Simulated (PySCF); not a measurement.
# C5H10F2Ge: circular dichroism and optical rotation

Wanted: circular dichroism and optical rotation for C5H10F2Ge (`F[C@@H]1CC[CH2][Ge@H]([F])[CH2]1`).

Computed with PySCF 2.14.0 and routines of our own; the level stands in each step. Atoms count from 0.

## 1. The starting structure

18 atoms, charge 0, multiplicity 1; geometry from: GFN2-xTB.

## 2. Circular dichroism and optical rotation: TDDFT CAM-B3LYP/def2-SVPD

Job settings and geometry (Å):

```
{"job": {"kind": "ecd", "xc": "CAM-B3LYP", "basis": "def2-SVPD", "nstates": 16}, "charge": 0, "multiplicity": 1}
F     -0.888939     2.692571    -0.106517
C     -0.316241     1.448379    -0.341577
C     -1.384460     0.380651    -0.117799
C     -1.012602    -0.974111    -0.719821
C      0.071334    -1.702484     0.074351
Ge     1.644908    -0.515222     0.321865
F      2.394027    -0.949335     1.861268
C      0.897543     1.305066     0.559160
H     -0.020444     1.467891    -1.399717
H     -2.306832     0.739333    -0.580508
H     -1.565747     0.275593     0.954290
H     -1.907501    -1.600758    -0.752296
H     -0.679592    -0.825974    -1.750325
H     -0.304437    -1.953361     1.068775
H      0.334265    -2.638175    -0.418805
H      2.835981    -0.658853    -0.606507
H      0.585071     1.418235     1.599428
H      1.614907     2.096870     0.343080
```

With the program's defaults for keys left out, this is: TDDFT CAM-B3LYP/def2-SVPD circular dichroism and optical rotation, one conformer, gas phase.

Launch:

```console
> OMP_NUM_THREADS=1 python excited_run.py task.json out
```

This one command runs all jobs of the session in turn.

Standard output:

```text
coarse grid: 68640 points
cycle   1  E = -2472.5902611887  dE =  2.770e-01  |g| = 8.588e-01  |ddm| = 5.963e+00
cycle   2  E = -2472.5084440817  dE =  8.182e-02  |g| = 1.186e+00  |ddm| = 2.159e+00
cycle   3  E = -2472.7177335777  dE = -2.093e-01  |g| = 1.048e-01  |ddm| = 1.080e+00
cycle   4  E = -2472.7194447718  dE = -1.711e-03  |g| = 4.574e-02  |ddm| = 1.801e-01
cycle   5  E = -2472.7198037651  dE = -3.590e-04  |g| = 7.179e-03  |ddm| = 5.125e-02
cycle   6  E = -2472.7198119204  dE = -8.155e-06  |g| = 3.521e-03  |ddm| = 1.204e-02
cycle   7  E = -2472.7198140511  dE = -2.131e-06  |g| = 5.946e-04  |ddm| = 4.069e-03
final grid: 146008 points
cycle   8  E = -2472.7198127529  dE = -1.015e-07  |g| = 5.947e-04  |ddm| = 7.849e-03
cycle   9  E = -2472.7198127261  dE =  2.681e-08  |g| = 7.468e-04  |ddm| = 1.334e-03
cycle  10  E = -2472.7198128100  dE = -8.397e-08  |g| = 4.482e-05  |ddm| = 6.316e-04
cycle  11  E = -2472.7198128105  dE = -4.047e-10  |g| = 1.322e-05  |ddm| = 1.004e-04
converged SCF energy = -2472.7198128105

Singlet excitations and rotatory strengths (1e-40 esu^2 cm^2)
state   eV       nm     f(len)   f(vel)    R(len)    R(vel)   main configurations
  1   7.0740   175.3  0.00306  0.00288     1.744     1.300   H->L 0.89
  2   7.6987   161.0  0.00102  0.00090    -2.263    -1.615   H-1->L 0.81
  3   8.0444   154.1  0.01023  0.01112    23.091    23.239   H->L+1 0.72, H->L+2 0.14
  4   8.3782   148.0  0.04143  0.04386    17.339    18.376   H->L+2 0.74, H->L+1 0.13
  5   8.5794   144.5  0.08196  0.08784   -26.212   -25.516   H->L+3 0.81
  6   8.6988   142.5  0.02466  0.02473   -39.893   -40.968   H-1->L+2 0.36, H-1->L+1 0.20, H-2->L 0.09
  7   8.8123   140.7  0.01086  0.01018    31.381    30.777   H-2->L 0.66, H-1->L+2 0.08
  8   8.8721   139.7  0.07009  0.07183    44.412    43.500   H-1->L+1 0.28, H->L+5 0.17, H-1->L+2 0.10
  9   8.9242   138.9  0.06454  0.06696   -83.492   -85.299   H->L+5 0.54, H-1->L+2 0.15, H-1->L+1 0.08
 10   9.0012   137.7  0.06563  0.06824   -18.695   -19.320   H-3->L 0.57, H-1->L+1 0.11, H-1->L+3 0.09
 11   9.0129   137.6  0.00569  0.00577    -8.464    -8.339   H->L+4 0.62
 12   9.1333   135.7  0.02388  0.02366   -25.620   -26.721   H-4->L 0.45, H-5->L 0.29
 13   9.1982   134.8  0.02473  0.02599    31.848    33.721   H-5->L 0.44, H-4->L 0.21, H-2->L+2 0.09
 14   9.2948   133.4  0.09185  0.09674   -16.251   -16.745   H-1->L+3 0.21, H-1->L+5 0.13, H-4->L 0.11
 15   9.3238   133.0  0.01011  0.01057    -6.761    -6.512   H-1->L+3 0.30, H-2->L+2 0.09, H->L+6 0.08
 16   9.3425   132.7  0.03468  0.03485    57.469    57.665   H-1->L+5 0.32, H->L+6 0.08, H-3->L+2 0.08

Specific rotation (deg / (dm g/mL))
    nm     length   length(OI)   velocity    alpha(len)  alpha(vel)
  633.0       6.95       6.27       4.47       86.151     85.807
  589.3       8.11       7.33       5.22       86.422     86.078
  546.0       9.60       8.68       6.17       86.760     86.417
  436.0      16.06      14.55      10.30       88.158     87.818
  405.0      19.18      17.41      12.29       88.792     88.453
  365.0      24.91      22.67      15.96       89.891     89.556
  355.0      26.78      24.39      17.17       90.233     89.899
```

Wall time 5.1 min (1 thread of Arm Neoverse V2, shared host); peak memory 1.3 GiB.

Orbitals, density, ELF and potential are computed afterwards from the orbital file.

Frontier orbitals at CAM-B3LYP/def2-SVPD, with the share of their density that lies nearest to each atom:

```tsv
orbital	energy (eV)	lies on
HOMO	-9.72	C4 26 %; Ge5 15 %; C7 12 %
LUMO	0.73	H15 19 %; Ge5 16 %; H12 15 %
```

ELF in a plane through or near 7 of the atoms.

Ten even steps from '0' (0.00) to '9' (1.00):
```
0000000000000000000000000000
0000000000000000000000000000
0000000000000000000000000000
0000000003441000000000000000
0000000059995100012320000000
0000000059997331123331000000
0000000017864772211220000000
0000245403624872662100000000
0000378835896751431210000000
0001485372263013688620000000
0000478745896103612676400000
0000133104624867822999820000
0000000058836952865899820000
0000000799984567721244200000
0000000799940699961000000000
0000000278600699982000000000
0000000000000379951000000000
0000000000000000000000000000
0000000000000000000000000000
0000000000000000000000000000
```
The map spans 10.8 Å across and 10.2 Å up, centred on the molecule. Atoms in the plane (x, y in Å): F0 (-2.8, 0.3), C2 (-0.9, -1.1), C4 (1.6, -0.6), Ge5 (1.2, 1.3), C7 (-0.8, 1.5), H9 (-1.6, -1.9), H11 (0.6, -2.5).

On the surface of density 0.002 e/bohr³ the electrostatic potential runs, from the 1st to the 99th percentile, from -1.49 V near F6 to 1.67 V near H15.

## 3. Outcome

| quantity | value |
| --- | --- |
| state of largest rotatory strength (velocity form) among 16 (step 2, TDDFT CAM-B3LYP/def2-SVPD) | 8.92 eV, R = -85.3 (velocity), -83.5 (length) ·10⁻⁴⁰ esu² cm² |
| specific rotation at 633.0 nm (step 2, TDDFT CAM-B3LYP/def2-SVPD) | 4.5 (velocity), 7.0 (length) |
| surface potential, 1st and 99th percentile | -1.49 V and 1.67 V |

In words: Steps that list no spin-orbit terms leave them out, which matters at and beside the heavy atoms. Rotations belong to one conformer. The length form depends on the origin in a finite basis.
